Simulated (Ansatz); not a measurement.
**BH5OS2Si: basis-set convergence**

Aim: see how fast density functionals converge with the basis set for BH5OS2Si.

Program: Ansatz 0.2.0, Gaussian basis. Level of theory: one geometry, several basis sets. These are calculated values, not measurements.

Plan: PBE0-D4/def2-SVP; ωB97M-V/def2-SVP; PBE0-D4/def2-QZVPP; ωB97M-V/def2-QZVPP; the functionals' def2-TZVPP values are taken from earlier runs.

### Step 1. Structure used throughout

All runs share one geometry, relaxed beforehand with PBE0-D4 in a triple-zeta def2 set.

SMILES `[SiH3]OB(S)S`, 10 atoms, charge 0, spin multiplicity 1.

Atoms are counted from 1 here; the program's logs count them from 0.

Bond lengths: Si1–O2 1.645 Å, Si1–H6 1.481 Å, Si1–H7 1.487 Å, Si1–H8 1.481 Å, O2–B3 1.352 Å, B3–S4 1.816 Å, B3–S5 1.821 Å, S4–H9 1.343 Å, S5–H10 1.343 Å. Angles: O2–Si1–H6 108.3°, O2–Si1–H7 110.9°, O2–Si1–H8 107.8°, H6–Si1–H7 109.6°, H6–Si1–H8 110.5°, H7–Si1–H8 109.6°, Si1–O2–B3 141.8°, O2–B3–S4 120.1°, O2–B3–S5 124.7°, S4–B3–S5 115.1°, B3–S4–H9 94.8°, B3–S5–H10 96.4°.

Coordinates:

```xyz
10
BH5OS2Si
Si   -1.1735    0.1258    1.0757
O     0.0734   -0.5004    0.2036
B     0.9325   -0.1914   -0.7931
S     2.2085   -1.3807   -1.2980
S     0.9279    1.3773   -1.7176
H    -0.7178    0.3119    2.4729
H    -1.6094    1.4330    0.5158
H    -2.2956   -0.8385    1.0194
H     1.8568   -2.3117   -0.3968
H    -0.1199    1.9235   -1.0790
```

### Step 2. PBE0-D4 in def2-SVP

in.yaml

```yaml
crystal:
  periodic: [false, false, false]
  atoms:
    - {symbol: Si, position_ang: [-1.173493, 0.125832, 1.075725]}
    - {symbol: O, position_ang: [0.073418, -0.500420, 0.203597]}
    - {symbol: B, position_ang: [0.932515, -0.191435, -0.793093]}
    - {symbol: S, position_ang: [2.208542, -1.380734, -1.297986]}
    - {symbol: S, position_ang: [0.927911, 1.377329, -1.717556]}
    - {symbol: H, position_ang: [-0.717839, 0.311946, 2.472894]}
    - {symbol: H, position_ang: [-1.609350, 1.432983, 0.515767]}
    - {symbol: H, position_ang: [-2.295627, -0.838512, 1.019376]}
    - {symbol: H, position_ang: [1.856765, -2.311685, -0.396782]}
    - {symbol: H, position_ang: [-0.119943, 1.923495, -1.079041]}
basis:
  gaussian: {orbitals: def2-SVP}
hamiltonian: {xc: pbe0, dispersion: d4}
output: {orbitals: {seedname: orbitals}}
```

On the command line:

```console
> ansatz run in.yaml --threads 4 --pin off --events-out ev --progress --plain --max-ram 10444MiB
```

Further steps of the session: ωB97M-V in def2-SVP; PBE0-D4 in def2-QZVPP; ωB97M-V in def2-QZVPP.

**Question.** What will the summary of the whole plan be? Wanted: PBE0-D4: double and triple zeta above quadruple; ωB97M-V: double and triple zeta above quadruple.

**Answer**, as computed:

| quantity | value |
| --- | --- |
| PBE0-D4: double and triple zeta above quadruple | 14.65, 1.09 eV |
| ωB97M-V: double and triple zeta above quadruple | 14.63, 1.03 eV |

What this shows: For PBE0-D4 the step from double to triple zeta gains 13.56 eV and the next only 1.09 eV. Total energies overstate the basis error of differences, where much of it tends to cancel. The LUMO of ωB97M-V is positive and keeps falling with the basis (2.12 to 1.10 eV): an unbound level that the basis holds in place.
